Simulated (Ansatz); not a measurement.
**SiO2: properties at the relaxed cell**

One table from this session's results is given with a row withheld; the runs are named, their logs left out.

Method: DFT r2SCAN, scalar-relativistic, plane waves, PAW, in Ansatz 0.2.0.

## Starting point

It takes space group P2_13 (No. 198, cubic). The conventional cell has a = 7.098 Å, b = 7.098 Å, c = 7.098 Å, α = 90.00°, β = 90.00°, γ = 90.00°. Si (site symmetry 3) has 4 O at 1.60 to 1.61 Å in its first shell of neighbours. O (site symmetry 3) has 2 Si at 1.60 Å in its first shell of neighbours. Around O (site symmetry 1) lie 2 Si at 1.61 Å.

Coordinates:

```
CELL_PARAMETERS angstrom
7.09794 0.00000 0.00000
0.00000 7.09794 0.00000
0.00000 0.00000 7.09794
ATOMIC_POSITIONS crystal
Si 0.28199 0.28199 0.28199
Si 0.21801 0.71801 0.78199
Si 0.78199 0.21801 0.71801
Si 0.71801 0.78199 0.21801
Si 0.02127 0.02127 0.02127
Si 0.47873 0.97873 0.52127
Si 0.52127 0.47873 0.97873
Si 0.97873 0.52127 0.47873
O 0.15150 0.15150 0.15150
O 0.34850 0.84850 0.65150
O 0.65150 0.34850 0.84850
O 0.84850 0.65150 0.34850
O 0.63925 0.66248 0.04170
O 0.86075 0.33752 0.54170
O 0.13925 0.83752 0.95830
O 0.36075 0.16248 0.45830
O 0.04170 0.63925 0.66248
O 0.54170 0.86075 0.33752
O 0.95830 0.13925 0.83752
O 0.45830 0.36075 0.16248
O 0.66248 0.04170 0.63925
O 0.33752 0.54170 0.86075
O 0.83752 0.95830 0.13925
O 0.16248 0.45830 0.36075
```

This cell was relaxed beforehand with the same method: volume 14.90 Å³/atom, gap on the mesh 6.41 eV.

Set-up of the first run:

input.yaml reads:

```yaml
crystal:
  lattice:
    - [7.0262362408, 0.0, 0.0]
    - [0.0, 7.0262362408, 0.0]
    - [0.0, 0.0, 7.0262362408]
  atoms:
    - { symbol: Si, position: [0.2819939628, 0.2819939628, 0.2819939628] }
    - { symbol: Si, position: [0.2180060372, 0.7180060372, 0.7819939628] }
    - { symbol: Si, position: [0.7819939628, 0.2180060372, 0.7180060372] }
    - { symbol: Si, position: [0.7180060372, 0.7819939628, 0.2180060372] }
    - { symbol: Si, position: [1.0212741033, 1.0212741033, 1.0212741033] }
    - { symbol: Si, position: [0.4787258967, -0.0212741033, 0.5212741033] }
    - { symbol: Si, position: [0.5212741033, 0.4787258967, -0.0212741033] }
    - { symbol: Si, position: [-0.0212741033, 0.5212741033, 0.4787258967] }
    - { symbol: O, position: [0.151500595, 0.151500595, 0.151500595] }
    - { symbol: O, position: [0.348499405, 0.848499405, 0.651500595] }
    - { symbol: O, position: [0.651500595, 0.348499405, 0.848499405] }
    - { symbol: O, position: [0.848499405, 0.651500595, 0.348499405] }
    - { symbol: O, position: [0.6392487434, 0.6624795215, 0.0417028029] }
    - { symbol: O, position: [0.8607512566, 0.3375204785, 0.5417028029] }
    - { symbol: O, position: [0.1392487434, 0.8375204785, 0.9582971971] }
    - { symbol: O, position: [0.3607512566, 0.1624795215, 0.4582971971] }
    - { symbol: O, position: [0.0417028029, 0.6392487434, 0.6624795215] }
    - { symbol: O, position: [0.5417028029, 0.8607512566, 0.3375204785] }
    - { symbol: O, position: [0.9582971971, 0.1392487434, 0.8375204785] }
    - { symbol: O, position: [0.4582971971, 0.3607512566, 0.1624795215] }
    - { symbol: O, position: [0.6624795215, 0.0417028029, 0.6392487434] }
    - { symbol: O, position: [0.3375204785, 0.5417028029, 0.8607512566] }
    - { symbol: O, position: [0.8375204785, 0.9582971971, 0.1392487434] }
    - { symbol: O, position: [0.1624795215, 0.4582971971, 0.3607512566] }
basis:
  ecutwfc: 500
kpoints:
  mp_grid: { grid: [4, 4, 4] }
hamiltonian:
  xc: r2scan
scf:
  occupations: { method: gaussian, width: 0.02 }
output:
  forces: true
  stress: true
  eigenvalues: true
relax:
  adjacent_minimum: "off"
  f_tol: 0.01
  max_steps: 30
```

Launch:

```sh
> ansatz run input.yaml --threads 4 --pin off --max-ram 10240MiB --backend cpu --events-out ev --progress --plain --runs-dir out
```

Among the steps run: Volume × 0.97; The cell scaled to 1.03 of its volume; Point at V/V0 = 0.94; Volume × 1.06; Point at V/V0 = 0.91; Volume × 1.10; The cell scaled to 0.88 of its volume.

One table of the session follows, with a row left open; its other results are not shown here.

It belongs to the step «Fit of the equation of state». 

```
volume (Å³/atom)  energy above the lowest point (meV/atom)  pressure (GPa)  gap on the mesh (eV)
          13.112                                      13.2            2.76                  6.73
          13.559                                         ?               ?                     ?
          14.006                                       2.8            1.07                  6.56
          14.453                                       0.6            0.48                  6.48
          14.900                                       0.0            0.00                  6.41
          15.347                                       0.8           -0.54                  6.33
          15.794                                       2.7           -1.00                  6.25
          16.390                                       7.1           -1.49                  6.14
```

**Question.** Estimate the row for volume (Å³/atom) = 13.559.

Worked estimate for «energy above the lowest point (meV/atom)». A straight line through the neighbours (13.112, 13.2) and (14.006, 2.8) gives 13.2 + (2.8 − 13.2) × (13.559 − 13.112) / (14.006 − 13.112) = 8.0; a parabola fitted to 3 rows on both sides gives 7.0.

**Answer.** energy above the lowest point (meV/atom): 6.8; pressure (GPa): 1.80; gap on the mesh (eV): 6.64. In «energy above the lowest point (meV/atom)» the line misses by +1.2 and the parabola by +0.2.

To keep in mind: Warnings in the runs' records: stress scf threshold loose.
